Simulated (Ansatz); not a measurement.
# Be: squeezing one contact

An exercise on one series of results from a longer session: the logs are not shown, and one member is left open.

Method: DFT PBEsol, with the methods named in each step, in Ansatz 0.2.0.

### The system as given

The structure is hexagonal, space group P6_3/mmc (No. 194). The conventional cell has a = 2.242 Å, b = 2.242 Å, c = 3.633 Å, α = 90.00°, β = 90.00°, γ = 120.00°. Around Be (site symmetry -6m2) lie 12 Be at 2.23 to 2.24 Å.

Coordinates:

```
Be
1.0
     2.24244    0.00000    0.00000
    -1.12122    1.94201    0.00000
     0.00000    0.00000    3.63275
Be
2
Cartesian
  0.0000 1.2947 0.9082
  1.1212 0.6473 2.7246
```

Atoms are numbered in the order of the input: Be1, Be2.

Set-up of the first run:

input.yaml reads:

```yaml
crystal:
  lattice:
    - [2.2424371395, 0.0, 0.0]
    - [-1.1212185697, 1.9420075292, 0.0]
    - [0.0, 0.0, 3.6327481659]
  atoms:
    - { symbol: Be, position: [0.3333333333, 0.6666666667, 0.25] }
    - { symbol: Be, position: [0.6666666667, 0.3333333333, 0.75] }
kpoints:
  mp_grid: { grid: [15, 15, 8] }
scf:
  occupations: { method: fermi_dirac, width: 0.05 }
hamiltonian:
  xc: pbesol
  pseudopotentials: { kind: all_electron, lapw: { basis_error: 0.001 } }
output:
  forces: true
  stress: true
  eigenvalues: true
  populations: true
```

Command:

```bash
$ ansatz run input.yaml --threads 1 --pin off --max-ram 2048MiB --backend cpu --events-out ev --progress --plain --runs-dir out
```

Steps of the session up to this table: The bond as given, LAPW; Shortest bond scaled by 1, crystal datasets; Shortest bond scaled by 1.1, LAPW; Shortest bond scaled by 0.88, LAPW; Shortest bond scaled by 0.64, LAPW; Shortest bond scaled by 0.64, crystal datasets; Shortest bond scaled by 0.58, LAPW; Shortest bond scaled by 0.58, crystal datasets.

One table of the session follows, with a row left open; its other results are not shown here.

```
          method  length (Å)  force along the bond (eV/Å)  pressure (GPa)  largest force (eV/Å)
            LAPW       1.294                       18.000           65.13                18.021
            LAPW       1.428                       12.061           46.29                12.098
            LAPW       1.963                        1.830            3.08                 1.881
            LAPW       2.231                        0.000           -1.49                 0.000
            LAPW       2.454                            ?               ?                     ?
             PAW       1.294                       18.013           65.31                18.034
             PAW       1.428                       12.079           46.50                12.116
             PAW       1.963                        1.832            3.18                 1.883
             PAW       2.231                        0.000           -1.40                 0.000
             PAW       2.454                       -1.386            1.70                 1.463
crystal datasets       1.294                       18.000           65.13                18.021
crystal datasets       1.428                       12.061           46.29                12.098
crystal datasets       2.231                        0.000           -1.50                 0.000
```

Q: Estimate the row for LAPW, 2.454 from the others.

As computed: force along the bond (eV/Å): -1.385; pressure (GPa): 1.60; largest force (eV/Å): 1.461. In the column «force along the bond (eV/Å)» it lies between PAW, 2.454 (-1.386) and LAPW, 2.231 (0.000).

Limits of these values: Warnings in the runs' records: crystal datasets made, printed levels off.
